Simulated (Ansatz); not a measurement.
# C₃H₈Cl₂GaN: taking an electron away

The task here is to estimate one member of a computed series from the others.

The runs use Ansatz 0.2.0, Gaussian basis; unrestricted cation, the program's frozen cores in correlated methods.

The runs, in order: UKS PBE-D4/def2-TZVPP; UKS r2SCAN-D4/def2-TZVPP; UKS PBE0-D4/def2-TZVPP; UKS B3LYP-D4/def2-TZVPP; UKS wB97X-V/def2-TZVPP; UKS wB97M-V/def2-TZVPP; UKS B2PLYP/def2-TZVPP; UHF-CCSD(T)/def2-TZVPP; UHF-MP2/def2-QZVPP; extrapolation to the limit; then −ε(HOMO) from the neutral's earlier runs with LDA (SPW92), PBE-D4, revPBE-D4, BLYP-D4, r2SCAN-D4, B97M-V, PBE0-D4, B3LYP-D4, r2SCANh-D4, r2SCAN0-D4, HSE06-D4, BHLYP-D4, CAM-B3LYP-D4, LC-ωPBE, ωB97X-V, ωB97M-V.

### The relaxed structure

An earlier PBE0-D4 in a triple-zeta def2 set relaxation fixed the geometry.

SMILES `CC(C)[NH][Ga]([Cl])[Cl]`, 15 atoms, charge 0, spin multiplicity 1.

Atoms are counted from 1 here; the program's logs count them from 0.

Bond lengths: C1–C2 1.522 Å, C1–H8 1.091 Å, C1–H9 1.095 Å, C1–H10 1.093 Å, C2–C3 1.522 Å, C2–N4 1.454 Å, C2–H11 1.096 Å, C3–H12 1.091 Å, C3–H13 1.093 Å, C3–H14 1.095 Å, N4–Ga5 1.791 Å, N4–H15 1.009 Å, Ga5–Cl6 2.128 Å, Ga5–Cl7 2.126 Å. Angles: C2–C1–H8 110.8°, C2–C1–H9 110.5°, C2–C1–H10 111.1°, H8–C1–H9 108.1°, H8–C1–H10 108.5°, H9–C1–H10 107.8°, C1–C2–C3 111.4°, C1–C2–N4 111.0°, C1–C2–H11 108.2°, C3–C2–N4 111.0°, C3–C2–H11 108.2°, N4–C2–H11 106.8°, C2–C3–H12 110.8°, C2–C3–H13 111.1°, C2–C3–H14 110.5°, H12–C3–H13 108.5°, H12–C3–H14 108.1°, H13–C3–H14 107.8° and more.

The first run:

Input file in.yaml:

```yaml
crystal:
  periodic: [false, false, false]
  atoms:
    - {symbol: C, position_ang: [-1.539491, -0.708695, -0.337619]}
    - {symbol: C, position_ang: [-0.284887, -0.144398, 0.312752]}
    - {symbol: C, position_ang: [0.388668, -1.175184, 1.206743]}
    - {symbol: N, position_ang: [0.639605, 0.361488, -0.688604]}
    - {symbol: Ga, position_ang: [1.203079, 2.050251, -0.884476]}
    - {symbol: Cl, position_ang: [0.508062, 3.564818, 0.438270]}
    - {symbol: Cl, position_ang: [2.566105, 2.578415, -2.428067]}
    - {symbol: H, position_ang: [-2.033231, 0.048613, -0.949180]}
    - {symbol: H, position_ang: [-1.287529, -1.555534, -0.983908]}
    - {symbol: H, position_ang: [-2.247649, -1.062816, 0.415526]}
    - {symbol: H, position_ang: [-0.576841, 0.708830, 0.934990]}
    - {symbol: H, position_ang: [1.267523, -0.749945, 1.694661]}
    - {symbol: H, position_ang: [-0.296881, -1.534766, 1.978004]}
    - {symbol: H, position_ang: [0.712164, -2.039391, 0.617837]}
    - {symbol: H, position_ang: [0.981295, -0.341665, -1.326940]}
basis:
  gaussian: {orbitals: def2-TZVPP}
total_charge: 1
magnetization: {spin_polarized: true, initial_magnetization: 1}
hamiltonian: {xc: pbe, dispersion: d4}
```

The run is started by

```sh
ansatz run in.yaml --threads 2 --pin off --events-out ev --progress --plain --max-ram 32768MiB --backend cuda --devices 0, --max-vram 18GiB
```

Among the steps run: Cation, UKS PBE-D4/def2-TZVPP; Cation, UKS r2SCAN-D4/def2-TZVPP; Cation, UKS PBE0-D4/def2-TZVPP; Cation, UKS B3LYP-D4/def2-TZVPP; Cation, UKS wB97X-V/def2-TZVPP; Cation, UKS wB97M-V/def2-TZVPP; Cation, UKS B2PLYP (frozen core)/def2-TZVPP; Cation, UHF-CCSD(T)/def2-TZVPP; Cation, UHF-MP2/def2-QZVPP.

One of the session's tables, all rows but one given; the rest of the session is left out.

It belongs to the step «Ionisation energies side by side». For comparison, −ε(HOMO) of the neutral from earlier runs:

| functional | −ε(HOMO) (eV) |
| --- | --- |
| LDA (SPW92) | 6.20 |
| PBE-D4 | 5.99 |
| revPBE-D4 | 5.91 |
| BLYP-D4 | 5.87 |
| r2SCAN-D4 | ? |
| B97M-V | 6.35 |
| PBE0-D4 | 7.30 |
| B3LYP-D4 | 7.08 |
| r2SCANh-D4 | 6.75 |
| r2SCAN0-D4 | 7.49 |
| HSE06-D4 | 6.90 |
| BHLYP-D4 | 8.54 |
| CAM-B3LYP-D4 | 8.70 |
| LC-ωPBE | 10.07 |
| ωB97X-V | 9.71 |
| ωB97M-V | 9.61 |

Q: Estimate the row for r2SCAN-D4 from the others.

Worked estimate for «−ε(HOMO) (eV)». Against the share of exact exchange, r2SCANh-D4 (0.1, 6.75), r2SCAN0-D4 (0.25, 7.49) give a slope of 4.93 per unit share; at 0 the line stands at 6.26.

The run gave: −ε(HOMO) (eV): 6.26. In «−ε(HOMO) (eV)» the line misses by 0.00.
